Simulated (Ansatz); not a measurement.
# C₂H₈AlClSi: small, medium and large basis sets

One table from this session's results is given with a row withheld; the runs are named, their logs left out.

The runs use Ansatz 0.2.0, Gaussian basis; one geometry, several basis sets.

The runs, in order: PBE0-D4/def2-SVP; ωB97M-V/def2-SVP; PBE0-D4/def2-QZVPP; ωB97M-V/def2-QZVPP; the functionals' def2-TZVPP values are taken from earlier runs.

### The relaxed structure

The geometry comes from an earlier relaxation with PBE0-D4 in a triple-zeta def2 set; it is a stationary point, not always the lowest conformer.

13 atoms, charge 0, spin multiplicity 1.

Atoms are counted from 1 here; the program's logs count them from 0.

Bond lengths: C1–C2 1.499 Å, C1–H6 1.095 Å, C1–H7 1.092 Å, C1–H8 1.094 Å, C2–Cl3 1.894 Å, C2–Al4 1.972 Å, C2–H9 1.090 Å, Cl3–Al4 2.414 Å, Al4–Si5 2.449 Å, Al4–H10 1.586 Å, Si5–H11 1.493 Å, Si5–H12 1.493 Å, Si5–H13 1.491 Å. Angles: C2–C1–H6 107.5°, C2–C1–H7 112.0°, C2–C1–H8 113.1°, H6–C1–H7 107.6°, H6–C1–H8 107.7°, H7–C1–H8 108.7°, C1–C2–Cl3 109.8°, C1–C2–Al4 125.9°, C1–C2–H9 112.9°, Cl3–C2–Al4 77.3°, Cl3–C2–H9 102.5°, Al4–C2–H9 117.6°, C2–Cl3–Al4 52.8°, C2–Al4–Cl3 49.9°, C2–Al4–Si5 116.8°, C2–Al4–H10 117.7°, Cl3–Al4–Si5 108.4°, Cl3–Al4–H10 109.3° and more.

The first run:

File in.yaml:

```yaml
crystal:
  periodic: [false, false, false]
  atoms:
    - {symbol: C, position_ang: [-1.755944, 0.426966, 0.703411]}
    - {symbol: C, position_ang: [-0.509370, 1.248388, 0.564332]}
    - {symbol: Cl, position_ang: [0.702602, 0.815769, 1.953811]}
    - {symbol: Al, position_ang: [1.114509, 0.724598, -0.423357]}
    - {symbol: Si, position_ang: [1.293064, -1.625314, -1.088667]}
    - {symbol: H, position_ang: [-2.423957, 0.700893, -0.120478]}
    - {symbol: H, position_ang: [-1.552379, -0.642308, 0.620929]}
    - {symbol: H, position_ang: [-2.289611, 0.610865, 1.640112]}
    - {symbol: H, position_ang: [-0.682643, 2.312110, 0.724088]}
    - {symbol: H, position_ang: [2.135534, 1.870451, -0.821279]}
    - {symbol: H, position_ang: [1.049950, -1.800809, -2.551546]}
    - {symbol: H, position_ang: [0.296519, -2.482031, -0.381189]}
    - {symbol: H, position_ang: [2.642127, -2.194377, -0.805365]}
basis:
  gaussian: {orbitals: def2-SVP}
hamiltonian: {xc: pbe0, dispersion: d4}
output: {orbitals: {seedname: orbitals}}
```

Among the steps run: PBE0-D4 in def2-SVP; ωB97M-V in def2-SVP; PBE0-D4 in def2-QZVPP; ωB97M-V in def2-QZVPP.

One table of the session follows, with a row left open; its other results are not shown here.

It belongs to the step «Density functionals: the series». 

```
functional       basis  HOMO (eV)
   PBE0-D4    def2-SVP      -7.39
   PBE0-D4  def2-TZVPP      -7.37
   PBE0-D4  def2-QZVPP          ?
   ωB97M-V    def2-SVP      -9.38
   ωB97M-V  def2-TZVPP      -9.40
   ωB97M-V  def2-QZVPP      -9.41
```

Estimate the missing values for PBE0-D4, def2-QZVPP.

**Answer.** HOMO (eV): -7.38. In the column «HOMO (eV)» it lies between PBE0-D4, def2-SVP (-7.39) and PBE0-D4, def2-TZVPP (-7.37).
